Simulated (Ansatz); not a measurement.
**The tin atom: how energies converge with the basis set**

How large a basis does the tin atom need? Two functionals are run in growing sets.

Program: Ansatz 0.2.0, Gaussian basis. Level of theory: one geometry, several basis sets. These are calculated values, not measurements.

Levels to be run: PBE0/def2-SVP; ωB97M-V/def2-SVP; PBE0/def2-QZVPP; ωB97M-V/def2-QZVPP; the functionals' def2-TZVPP values are taken from earlier runs.

**1. The atom**

1 atom, charge 0, spin multiplicity 3.

Sn takes the def2 core potential; no spin-orbit term is included.

**2. PBE0 in def2-SVP**

File in.yaml:

```yaml
crystal:
  periodic: [false, false, false]
  atoms:
    - {symbol: Sn, position_ang: [0.000000, 0.000000, 0.000000]}
basis:
  gaussian: {orbitals: def2-SVP}
magnetization: {spin_polarized: true, initial_magnetization: 2}
hamiltonian: {xc: pbe0}
output: {orbitals: {seedname: orbitals}}
```

Further steps of the session: ωB97M-V in def2-SVP; PBE0 in def2-QZVPP; ωB97M-V in def2-QZVPP.

Before running them: what should the planned runs give, taken together? Wanted: PBE0: double and triple zeta above quadruple; ωB97M-V: double and triple zeta above quadruple.

As calculated:

```
                                       quantity          value
   PBE0: double and triple zeta above quadruple  0.14, 0.02 eV
ωB97M-V: double and triple zeta above quadruple  0.17, 0.03 eV
```

In words: For PBE0 the step from double to triple zeta gains 0.12 eV and the next only 0.02 eV. Total energies overstate the basis error of differences, where much of it tends to cancel.
